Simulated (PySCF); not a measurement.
# C7H7ClS: electronic excitations

Aim: predict the electronic excitations of C7H7ClS (`Clc1sccc1C1CC1`).

The runs use PySCF 2.14.0, with density-fitted response routines of our own; the level of theory stands in each step. All values are computed, except where a source is named. Atoms count from 0, in the outputs and in this text.

## 1. The starting structure

16 atoms, charge 0, multiplicity 1; geometry from: GFN2-xTB.

Bonds of the start (Å): Cl0–C1 1.71, C1–S2 1.73, S2–C3 1.72, C3–C4 1.35, C4–C5 1.42, C5–C6 1.48, C6–C7 1.51, C7–C8 1.50, C5–C1 1.37, C8–C6 1.50, C3–H9 1.07, C4–H10 1.07, C6–H11 1.08, C7–H12 1.08, C7–H13 1.08, C8–H14 1.08, C8–H15 1.08.

## 2. Ultraviolet spectrum: PBE0/def2-SVPD

The job: settings as JSON, then the geometry in Å.

```
{"job": {"kind": "uv", "xc": "PBE0", "basis": "def2-SVPD", "nstates": 8, "ntriplets": 3}, "charge": 0, "multiplicity": 1}
Cl     0.231796     2.241547     2.253092
C      1.006819     1.346047     1.019093
S      2.512149     1.876354     0.343998
C      2.531839     0.509275    -0.701885
C      1.450957    -0.288711    -0.529722
C      0.554042     0.182965     0.464753
C     -0.707369    -0.473936     0.875858
C     -2.019677     0.055195     0.362947
C     -1.509334    -1.270603    -0.107196
H      3.351619     0.382991    -1.380360
H      1.289544    -1.197016    -1.080981
H     -0.699201    -0.815368     1.905233
H     -1.990663     0.883959    -0.327929
H     -2.859925     0.080376     1.039506
H     -2.000141    -2.166268     0.241985
H     -1.150055    -1.337863    -1.122319
```

Level: TDDFT PBE0/def2-SVPD, vertical, gas phase, core orbitals frozen in the response.

Launch:

```
OMP_NUM_THREADS=1 python probes_run.py task.json out
```

This one command runs all jobs of the session in turn.

Predict these results of the whole session: lowest singlet (PBE0/def2-SVPD); lowest triplet.

As calculated:

| quantity | value |
| --- | --- |
| lowest singlet (PBE0/def2-SVPD) | 5.25 eV (236 nm), f = 0.111 |
| lowest triplet | 3.48 eV |

The lowest singlet, at 5.25 eV, is HOMO→LUMO 0.96 and is bright. The lowest triplet lies 1.77 eV below the lowest singlet (triplets in Tamm-Dancoff, singlets in full TDDFT).
